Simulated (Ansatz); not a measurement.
# CHAlGa (quartet): the correlation ladder, cc-pVTZ

The task here is to estimate one member of a computed series from the others.

The runs use Ansatz 0.2.0, Gaussian basis; cc-pVTZ, core rule «outside noble gas», up to 20 orbitals frozen.

The runs, in order: UHF; CCSD(T) on ROHF; CCSD(T) on UHF; BCCD(T) on ROHF; CCSDT(Q) on ROHF; CCSDT(Q) on UHF.

4 further runs of the same task are left out: 1 for a known fault of the program, 3 set aside as unsound or not needed.

## What is computed

The geometry is a PBE0/def2-TZVP stationary point (not a proven minimum). No spin-orbit coupling is included. The filled d shell of Ga may be among the frozen orbitals whatever the setting's name suggests; the logs give the count.

4 atoms, charge 0, spin multiplicity 4.

Atoms are counted from 1 here; the program's logs count them from 0.

Bond lengths: C1–Al2 1.943 Å, Al2–Ga3 2.652 Å, Al2–H4 1.870 Å, Ga3–H4 1.887 Å. Angles: C1–Al2–Ga3 152.6°, C1–Al2–H4 107.2°, Ga3–Al2–H4 45.3°, Al2–Ga3–H4 44.8°, Al2–H4–Ga3 89.8°.

Set-up of the first run:

The input, in.yaml:

```yaml
crystal:
  periodic: [false, false, false]
  atoms:
    - {symbol: C, position_ang: [0.000000, 0.353117, 3.308131]}
    - {symbol: Al, position_ang: [0.000000, -0.307507, 1.481286]}
    - {symbol: Ga, position_ang: [0.000000, 0.041063, -1.148206]}
    - {symbol: H, position_ang: [0.000000, 1.183406, 0.353214]}
basis:
  gaussian: {orbitals: cc-pVTZ}
magnetization: {spin_polarized: true, initial_magnetization: 3}
hamiltonian: {xc: hf}
output: {orbitals: {seedname: orbitals}}
```

Command:

```console
ansatz run in.yaml --threads 1 --pin off --events-out ev --progress --plain --max-ram 4096MiB --backend cpu
```

Among the steps run: UHF; CCSD(T) on ROHF; CCSD(T) on UHF; BCCD(T) on ROHF; CCSDT(Q) on ROHF; CCSDT(Q) on UHF.

One table of the session follows, with a row left open; its other results are not shown here.

It belongs to the step «Misses and costs». 

```
   method  from RCCSDT(Q) (meV)
     ROHF               +7198.1
      UHF               +7084.6
     RMP2               +1632.8
     UMP2               +1657.6
    RCCSD                +424.3
    UCCSD                +415.8
 RCCSD(T)                 +98.6
 UCCSD(T)                 +95.2
  BCCD(T)                 +89.9
   RCCSDT                     ?
   UCCSDT                 +22.4
RCCSDT(Q)                     0
UCCSDT(Q)                  -3.5
```

Estimate the missing values for RCCSDT.

The run gave: from RCCSDT(Q) (meV): +25.6. In the column «from RCCSDT(Q) (meV)» it lies between UCCSDT (+22.4) and BCCD(T) (+89.9).

To keep in mind: Warnings: spin contamination; large T1 diagnostic. Restricted and unrestricted rows rest on different reference determinants; where their highest levels disagree by more than a few hundredths of an eV, they describe different states and don't form one ladder.
